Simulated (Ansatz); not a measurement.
**HS (SMILES [SH]) at UPBE/def2-TZVPPD**

What is the electronic atomisation energy of HS at UPBE/def2-TZVPPD? 

The calculation is run with Ansatz 0.2.0.

27 further runs of the same task are left out: 1 that didn't finish, 26 set aside as unsound or not needed.

**1. The molecule**

The species is HS (2 atoms), meant as a doublet with charge 0. As SMILES, `[SH]`. The coordinates come from a PBE0-D4/def2-TZVP relaxation.

Bond lengths: S1–H2 1.346 Å.

**2. The energy at UPBE/def2-TZVPPD**

in.yaml reads:

```yaml
crystal:
  periodic: [false, false, false]
  atoms:
    - {symbol: S, position_ang: [0.574560, -0.187810, 0.295460]}
    - {symbol: H, position_ang: [-0.574560, 0.187810, -0.295460]}
basis:
  gaussian: {orbitals: def2-TZVPPD.json}
magnetization: {spin_polarized: true, initial_magnetization: 1}
hamiltonian: {xc: {name: PBE}}
accuracy: high
output: {orbitals: {seedname: orbitals}}
```

The basis set def2-TZVPPD is read from a file made from the Basis Set Exchange's data (not shown).

The run is started by

```sh
$ ansatz run in.yaml --threads 1 --pin off --max-ram 3480MiB --events-out events.jsonl --progress --plain --runs-dir runs
```

Log:

```text
Warning: RAYON_NUM_THREADS=1 ignored (pool sized by the plan → 1); use --threads N
Functional definition: PBE
  name "PBE"
  parameter kappa = 0.804
  parameter beta = 0.06672455060314922
  exchange = pbe_x(kappa = kappa, mu = beta*pi^2/3)
  correlation = pbe_c(beta = beta)
851 factors; integrals over basis functions are off by at most 3.3e-9 eV
mean field evaluation 1: about -10845.4589 eV, gradient 8.4e0 eV
mean field evaluation 2: about -10845.6052 eV, gradient 7.9e0 eV
mean field evaluation 4: about -10845.8984 eV, gradient 1.2e-1 eV
mean field evaluation 8: about -10845.8977 eV, gradient 3.1e-3 eV
mean field evaluation 16: about -10845.8977 eV, gradient 2.9e-7 eV
mean field evaluation 32: about -10845.8977 eV, gradient 2.2e-8 eV
mean field -10845.89765070 eV, -398.5793870499 hartree, gradient 2.2e-8 eV, S^2 0.753993; 1 other end points of the search recorded, 0 dependent functions left out
reference -10845.89765507 eV, -398.5793872102 hartree; 9, 8 occupied and 59, 60 virtual orbitals, 851 factors
Total energy: -10845.89765507 eV, -398.5793872102 hartree
```

Wall time 2.9 s (1 thread of Arm Neoverse V1, shared host); peak memory 0.13 GiB.

**3. The H atom at the same level**

input.yaml reads:

```yaml
crystal:
  periodic: [false, false, false]
  atoms:
    - symbol: H
      position_ang: [0.000000, 0.000000, 0.000000]
basis:
  gaussian: {orbitals: def2-TZVPPD.json}
magnetization: {spin_polarized: true, initial_magnetization: 1}
hamiltonian: {xc: pbe}
accuracy: high
```

The basis set def2-TZVPPD is read from a file made from the Basis Set Exchange's data (not shown).

The run is started by

```sh
$ ansatz run input.yaml --threads 1 --pin off --max-ram 3480MiB --events-out events.jsonl --progress --plain --runs-dir runs
```

Log, cut to the lines that bear on the results:

```text
Warning: RAYON_NUM_THREADS=1 ignored (pool sized by the plan → 1); use --threads N
[... 6 set-up lines as earlier in the session ...]
117 factors; integrals over basis functions are off by at most 2.6e-9 eV
mean field evaluation 1: about -13.5908 eV, gradient 5.6e-1 eV
mean field evaluation 2: about -13.5953 eV, gradient 8.9e-2 eV
mean field evaluation 4: about -13.5952 eV, gradient 1.4e-3 eV
mean field evaluation 8: about -13.5952 eV, gradient 6.2e-10 eV
mean field -13.59523232 eV, -0.4996155727 hartree, gradient 4.2e-9 eV, S^2 0.750000; 0 other end points of the search recorded, 0 dependent functions left out
reference -13.59523475 eV, -0.4996156620 hartree; 1, 0 occupied and 16, 17 virtual orbitals, 117 factors
Total energy: -13.59523475 eV, -0.4996156620 hartree
```

Run time: 0.14 s. Hardware: 1 thread of Arm Neoverse V1, shared host.

**4. The S atom at the same level**

run.yaml reads:

```yaml
crystal:
  periodic: [false, false, false]
  atoms:
    - {symbol: S, position_ang: [0.000000, 0.000000, 0.000000]}
basis:
  gaussian:
    orbitals: def2-TZVPPD.json
magnetization:
  spin_polarized: true
  initial_magnetization: 2
hamiltonian:
  xc: pbe
accuracy: high
```

The basis set def2-TZVPPD is read from a file made from the Basis Set Exchange's data (not shown).

Run the same way, it converges to -397.93914 Eh (log not shown).

**5. What came out**

Level: UPBE/def2-TZVPPD.

```
                                    quantity          value
                      molecule: total energy  -398.57939 Eh
molecule: HOMO energy (highest over α and β)       -6.22 eV
 molecule: LUMO energy (lowest over α and β)       -5.79 eV
                              molecule: ⟨S²⟩          0.754
                        H atom: total energy    -0.49962 Eh
                                H atom: ⟨S²⟩          0.750
                        S atom: total energy  -397.93914 Eh
                                S atom: ⟨S²⟩          2.004
               electronic atomisation energy       3.827 eV
```

In words: Taking the molecule apart into free atoms costs 3.83 eV (369 kJ/mol), before zero-point energy and without spin-orbit coupling.
